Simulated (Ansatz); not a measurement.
Input of an Ansatz 0.2.0 run:

input.yaml

```yaml
crystal:
  lattice:
    - [1.374219009, 0.7934057148, 11.3060975691]
    - [-1.374219009, 0.7934057148, 11.3060975691]
    - [0.0, -1.5868114295, 11.3060975691]
  atoms:
    - { symbol: Ir, position: [0.600296, 0.600296, 0.600296] }
    - { symbol: Ir, position: [0.199317, 0.199317, 0.199317] }
    - { symbol: Ir, position: [0.800683, 0.800683, 0.800683] }
    - { symbol: Ir, position: [0.399704, 0.399704, 0.399704] }
    - { symbol: Mo, position: [0.0, 0.0, 0.0] }
hamiltonian:
  xc: revpbe
  pseudopotentials: { kind: paw }
kpoints:
  mp_grid: { grid: [11, 11, 11] }
scf:
  occupations: { method: fermi_dirac, width: 0.05 }
  n_extra_bands: 12
output:
  forces: true
  stress: true
  eigenvalues: true
  dos: { projected: true, de: 0.05, nscf_kmesh: { grid: [17, 17, 17] } }
```

Potentials or basis: Ansatz PAW.

The run is started by

```sh
$ ansatz run input.yaml --threads 2 --pin off --max-ram 5632MiB --backend cpu --events-out ev --progress --plain --runs-dir out
```

(1) What does it give for the band gap on the k mesh?

(2) What does it give for the largest force?

(3) Estimate the pressure.

(4) Estimate the density of states at the Fermi level.

Answers

(1) none (metal or under the smearing width).

(2) 0.067 eV/Å.

(3) 1.2 GPa.

(4) 5.07 states/eV per cell.

Caveat: the PAW data sets come from PBE, with cores solved anew for the run's functional, which leaves a small shift of forces and pressure.
